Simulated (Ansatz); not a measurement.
# H4InNOS: up Jacob's ladder to CCSD(T)

The task here is to estimate one member of a computed series from the others.

Program: Ansatz 0.2.0, Gaussian basis. Level of theory: functionals in def2-TZVPP, the program's frozen cores in correlated methods. These are calculated values, not measurements.

Plan: PBE-D4, r2SCAN-D4, PBE0-D4, B3LYP-D4, ωB97X-V, ωB97M-V, B2PLYP; CCSD(T)/def2-TZVPP; CCSD(T)/def2-QZVPP; extrapolation to the limit.

### Structure used throughout

The geometry comes from an earlier relaxation with PBE0-D4 in a triple-zeta def2 set; it is a stationary point, not always the lowest conformer. In takes the def2 core potential; no spin-orbit term is included.

SMILES `[NH2][In]([OH])[SH]`, 8 atoms, charge 0, spin multiplicity 1.

Atoms are counted from 1 here; the program's logs count them from 0.

Bond lengths: N1–In2 2.017 Å, N1–H5 1.010 Å, N1–H6 1.011 Å, In2–O3 1.985 Å, In2–S4 2.366 Å, O3–H7 0.960 Å, S4–H8 1.345 Å. Angles: In2–N1–H5 115.9°, In2–N1–H6 115.8°, H5–N1–H6 108.6°, N1–In2–O3 120.1°, N1–In2–S4 125.9°, O3–In2–S4 113.7°, In2–O3–H7 113.5°, In2–S4–H8 91.7°.

Set-up of the first run:

in.yaml reads:

```yaml
crystal:
  periodic: [false, false, false]
  atoms:
    - {symbol: N, position_ang: [-1.453133, 0.719543, 0.824142]}
    - {symbol: In, position_ang: [0.078956, -0.070550, -0.224019]}
    - {symbol: O, position_ang: [1.550858, -1.008493, 0.721054]}
    - {symbol: S, position_ang: [0.233648, -0.188376, -2.581951]}
    - {symbol: H, position_ang: [-1.995072, 1.427089, 0.348058]}
    - {symbol: H, position_ang: [-1.224971, 1.055860, 1.749470]}
    - {symbol: H, position_ang: [1.442833, -1.026629, 1.674648]}
    - {symbol: H, position_ang: [1.366891, -0.908444, -2.511392]}
basis:
  gaussian: {orbitals: def2-TZVPP}
hamiltonian: {xc: pbe, dispersion: d4}
output: {forces: true, orbitals: {seedname: orbitals}}
```

Launch:

```bash
> ansatz run in.yaml --threads 2 --pin off --events-out ev --progress --plain --max-ram 22528MiB --backend cpu
```

Steps of the session up to this table: PBE-D4 (GGA); r2SCAN-D4 (meta-GGA); PBE0-D4 (hybrid); B3LYP-D4 (hybrid); ωB97X-V (range-separated); ωB97M-V (range-separated); B2PLYP (double hybrid); CCSD(T) in def2-TZVPP; CCSD(T) in def2-QZVPP.

One table of the session follows, with a row left open; its other results are not shown here.

```
            method  atomisation energy (eV)
            PBE-D4                   25.536
         r2SCAN-D4                   24.994
           PBE0-D4                   24.765
          B3LYP-D4                   24.819
           ωB97X-V                   25.259
           ωB97M-V                   25.205
            B2PLYP                   24.619
     HF/def2-TZVPP                   15.899
    MP2/def2-TZVPP                   24.760
   CCSD/def2-TZVPP                        ?
CCSD(T)/def2-TZVPP                   24.302
           MP2/CBS                   25.803
       CCSD(T)/CBS                   25.344
```

**Question.** Estimate the row for CCSD/def2-TZVPP.

**Answer.** atomisation energy (eV): 23.747. In the column «atomisation energy (eV)» it lies between HF/def2-TZVPP (15.899) and CCSD(T)/def2-TZVPP (24.302).

To keep in mind: Free atoms (1 N, 1 In, 1 O, 1 S, 4 H) were run apart at each level; the atomisation energy is their sum less the molecule, without zero-point or spin-orbit terms.
